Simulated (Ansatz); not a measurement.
**CH4AlFOS: ladder of methods at one geometry, by script**

The task is a ladder of methods at one geometry, for CH4AlFOS.

All numbers are computed with the Python package of Ansatz 0.2.0. The levels of theory stand in the script.

## Step 1: The structure

Bond lengths: O1–Al2 1.785 Å, Al2–S3 2.241 Å, Al2–C4 1.923 Å, C4–F5 1.442 Å, O1–H6 1.031 Å, S3–H7 1.442 Å, C4–H8 1.092 Å, C4–H9 1.177 Å. Angles: O1–Al2–S3 118.9°, O1–Al2–C4 122.4°, S3–Al2–C4 118.7°, Al2–O1–H6 106.9°, Al2–S3–H7 93.4°, Al2–C4–F5 110.2°, Al2–C4–H8 112.1°, Al2–C4–H9 111.1°, F5–C4–H8 107.6°, F5–C4–H9 106.0°, H8–C4–H9 109.6°.

The script holds or builds the structure itself.

## Step 2: Script

methods_ch4alfos.py reads:

```python
"""One geometry of CH4AlFOS, method by method."""

from pathlib import Path

import ansatz as az
from ase import Atoms
import numpy as np

atoms = Atoms(["O", "Al", "S", "C", "F", "H", "H", "H", "H"], positions=[
    (0.1289, 2.1411, -0.1112),
    (0.3621, 0.3714, -0.1365),
    (2.3856, -0.446, -0.6472),
    (-1.0545, -0.8609, 0.281),
    (-2.1488, -0.6942, -0.6438),
    (-0.1955, 2.4144, -1.0512),
    (2.8356, -0.4218, 0.7224),
    (-0.7258, -1.9007, 0.2188),
    (-1.4993, -0.6498, 1.3506),
])
system = az.Crystal.molecule_from_ase(atoms)

calculation = system.calculation().basis(gaussian="cc-pVDZ")

print("functional    E (Ha)        dipole (D)   HOMO (eV)  LUMO (eV)")
for name in ["lda", "r2scan", "pbe0", "blyp"]:
    summary = calculation.functional(name).forces().orbitals().run(threads=1, runs_dir="runs").report
    lines = Path(summary["orbitals_path"]).read_text().splitlines()
    field_of = lambda key: [line.split("=")[1].strip() for line in lines if line.startswith(key)]
    orbitals = [(27.211386 * float(e), s, float(n)) for e, s, n in zip(field_of("Ene="), field_of("Spin="), field_of("Occup="))]
    homo = max(e for e, _, n in orbitals if n > 0.5)
    lumo = min(e for e, _, n in orbitals if n < 0.5)
    dipole = 4.803205 * np.linalg.norm(summary["charge_distribution"]["dipole_moment_e_ang"])
    print(f"{name:10s} {summary['free_energy_ev'] / 27.211386246:14.6f} {dipole:9.3f} {homo:11.3f} {lumo:10.3f}")
```

## Step 3: The run

Launch:

```sh
$ python methods_ch4alfos.py
```

The program printed:

```text
functional    E (Ha)        dipole (D)   HOMO (eV)  LUMO (eV)
lda           -852.272594     0.956      -6.040     -2.517
r2scan        -856.107727     1.012      -6.306     -2.062
pbe0          -855.786279     1.051      -7.285     -1.532
blyp          -856.214337     0.837      -5.747     -2.150
```

It took 7.4 s on 1 thread of AMD EPYC 9R45 (Zen 5), shared host; peak memory 0.29 GiB.

## Step 4: The engine's runs

One row for each of the 4 runs:

```tsv
run	functional	energy (eV)	SCF cycles	CPU time (s)
1	lda	-23191.5187	19	0.91
2	r2scan	-23295.8780	18	2.6
3	pbe0	-23287.1310	18	2.1
4	blyp	-23298.7790	19	1.4
```

Totals hang on method, basis and potentials, so only like runs compare.

The fields below are those of run 1.

## Step 5: Orbitals and fields

The fields below are evaluated on a grid from the run's orbitals.

Frontier orbitals at LDA/cc-pVDZ, with the share of their density that lies nearest to each atom:

```tsv
orbital	energy (eV)	lies on
HOMO-1	-6.48	O1 28 %; C4 18 %; S3 18 %
HOMO	-6.04	S3 75 %; H7 8 %
LUMO	-2.52	Al2 49 %; F5 9 %; H7 9 %
```

ELF in a plane through or near 3 of the atoms.

Values, 10 rows by 14 columns:
```
0.00 0.00 0.00 0.00 0.00 0.00 0.00 0.00 0.00 0.00 0.00 0.00 0.00 0.00
0.00 0.00 0.00 0.00 0.00 0.01 0.01 0.00 0.00 0.00 0.00 0.00 0.00 0.00
0.00 0.00 0.00 0.00 0.08 0.66 0.85 0.30 0.01 0.00 0.00 0.00 0.00 0.00
0.00 0.00 0.00 0.02 0.39 0.75 0.73 0.39 0.04 0.00 0.02 0.00 0.00 0.00
0.00 0.00 0.04 0.06 0.11 0.36 0.13 0.11 0.23 0.24 0.65 0.31 0.00 0.00
0.00 0.06 0.47 0.70 0.76 0.52 0.36 0.31 0.64 0.25 0.27 0.10 0.00 0.00
0.00 0.05 0.32 0.81 0.74 0.65 0.34 0.15 0.87 0.97 0.45 0.02 0.00 0.00
0.00 0.00 0.08 0.41 0.46 0.31 0.16 0.00 0.53 0.87 0.28 0.00 0.00 0.00
0.00 0.00 0.00 0.01 0.02 0.01 0.00 0.00 0.00 0.00 0.00 0.00 0.00 0.00
0.00 0.00 0.00 0.00 0.00 0.00 0.00 0.00 0.00 0.00 0.00 0.00 0.00 0.00
```
The map spans 10.0 Å across and 10.2 Å up, centred on the molecule. Atoms in the plane (x, y in Å): Al2 (-0.5, 0.2), C4 (1.3, -0.4), H6 (-0.8, 2.5).

On the surface of density 0.002 e/bohr³ the electrostatic potential runs, from the 1st to the 99th percentile, from -1.39 V near O1 to 3.03 V near Al2.

## Step 6: What came out

```
                                     quantity    value
                                runs compared        4
HOMO-LUMO gap of the mean field (LDA/cc-pVDZ)  3.52 eV
```

What this shows: All 4 runs converged, in 18 to 19 cycles. Reading the output:
- The geometry is a force-field or estimated start, not a minimum of this method, and the basis set is short of its limit. A lower total doesn't mark the better method: functionals have no common bound, and MP2 and coupled cluster aren't variational.
- Levels such as HOMO and LUMO are orbital energies: with these approximate functionals they aren't the ionisation energy and electron affinity, and their gap isn't the fundamental gap.
- For Al to Cl the sets with a tight d function, cc-pV(X+d)Z, are usual.
